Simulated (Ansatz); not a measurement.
## YI and its elements: a formation energy from the elements, step by step

Program: the Python package of Ansatz (0.2.0).

Notebook, run cell by cell (the value of a cell's last expression is shown):

In [1]:
```python
from collections import Counter

import ansatz as az
import numpy as np
```

In [2]:
```python
PHASES = {
    "YI": (
        [[3.955974, 0.0, 0.0], [-1.977987, 3.425974, 0.0], [0.0, 0.0, 11.079476]],
        [
            ("Y", [2 / 3, 1 / 3, 0.626727]),
            ("Y", [1 / 3, 2 / 3, 0.373273]),
            ("I", [1 / 3, 2 / 3, 0.819975]),
            ("I", [2 / 3, 1 / 3, 0.180025]),
        ],
    ),
    "Y": (
        [[3.6474, 0.0, 0.0], [-1.8237, 3.158741, 0.0], [0.0, 0.0, 5.7306]],
        [
            ("Y", [1 / 3, 2 / 3, 0.25]),
            ("Y", [2 / 3, 1 / 3, 0.75]),
        ],
    ),
    "I": (
        [[3.635035, -2.39502, 0.0], [3.635035, 2.39502, 0.0], [0.0, 0.0, 9.79344]],
        [
            ("I", [0.8507, 0.1493, 0.8844]),
            ("I", [0.3507, 0.6493, 0.6156]),
            ("I", [0.1493, 0.8507, 0.1156]),
            ("I", [0.6493, 0.3507, 0.3844]),
        ],
    ),
}
```

In [3]:
```python
def build(vectors, sites):
    crystal = az.Crystal(lattice=az.Lattice.of(vectors))
    for symbol, position in sites:
        crystal = crystal.atom(symbol, position)
    return crystal
```

In [4]:
```python
def run_phase(name, crystal):
    calc = (
        crystal.calculation()
        .functional("PBEsol")
        .basis(510)
        .scf(tolerance=1e-08)
        .kpoints(spacing=0.3)
        .occupations("fermi_dirac", width=0.02)
        .stress()
    )
    calc = calc.relax(force_tolerance=0.02, max_steps=60, cell=True)
    return calc.run(threads=1)
```

In [5]:
```python
def counts(outcome):
    return Counter(site.symbol for site in outcome.lattice.sites)
```

In [6]:
```python
def formation_energy(outcome, mu):
    n = counts(outcome)
    return (outcome.report["energy_sigma0_ev"] - sum(k * mu[element] for element, k in n.items())) / sum(n.values())
```

In [7]:
```python
def volume_per_atom(outcome):
    return abs(np.linalg.det(outcome.lattice.cell_ang)) / len(outcome.lattice.sites)

phases = {name: build(*cell) for name, cell in PHASES.items()}
```

In [8]:
```python
done = {}
for name, crystal in phases.items():
    done[name] = run_phase(name, crystal)
    print(f"{name}: {done[name].report['energy_sigma0_ev']:.4f} eV, {len(done[name].lattice.sites)} atoms")
```
```text
DeckWarning: relax.cell: scf.convergence.dr2_threshold = 1e-8 eV is looser than the 4e-10 eV advised for a relaxation that steers and ends on the stress (1e-10 eV for each atom of the cell: 4). What an SCF threshold leaves in a stress goes as its square root, and in the free energy as the threshold itself, and one threshold admits the most on a small cell: of the crystals measured, under no [...]
YI: -22458.2199 eV, 4 atoms
DeckWarning: relax.cell: scf.convergence.dr2_threshold = 1e-8 eV is looser than the 2e-10 eV advised for a relaxation that steers and ends on the stress (1e-10 eV for each atom of the cell: 2). What an SCF threshold leaves in a stress goes as its square root, and in the free energy as the threshold itself, and one threshold admits the most on a small cell: of the crystals measured, under no [...]
Y: -7590.1490 eV, 2 atoms
I: -29729.1553 eV, 4 atoms
```

In [9]:
```python
# energy of one atom in its reference phase
references = {"Y": "Y", "I": "I"}
mu = {element: done[name].report["energy_sigma0_ev"] / len(done[name].lattice.sites) for element, name in references.items()}
```

In [10]:
```python
target = done["YI"]
heat = formation_energy(target, mu)
n = counts(target)
print("cell content:", dict(n), " volume", round(volume_per_atom(target), 3), "A^3/atom")
print("formation energy", round(heat, 4), "eV/atom,", round(heat * sum(n.values()), 4), "eV per cell")
print("bound against the elements" if heat < 0 else "unbound against the elements")
```
```text
cell content: {<Element.Y: 'Y'>: 2, <Element.I: 'I'>: 2}  volume 34.188 A^3/atom
formation energy -0.8733 eV/atom, -3.4932 eV per cell
bound against the elements
```

Reading the output:
- Absolute energies stand on the zero of these potentials, so only differences at equal settings mean something.
- For the metals among these phases the mesh is modest: differences between phases can be off by up to 40 meV an atom.
- The cells come from databases of deposited and of computed structures, and not all need be stable phases.
- Warnings are shown shortened and without file and line.
- The compound is the structure given, not necessarily its lowest; energies are at zero temperature, with no correction for gases. A semilocal functional's error on such energies is often 0.05 to 0.1 eV an atom, and 0.1 to 0.3 eV against gases such as O2 or F2.
- Wall time of the script: 2.8 min on 1 thread of Intel(R) Xeon(R) Platinum 8259CL CPU @ 2.50GHz (Skylake/Cascade Lake) (shared host), peak memory 0.64 GiB.
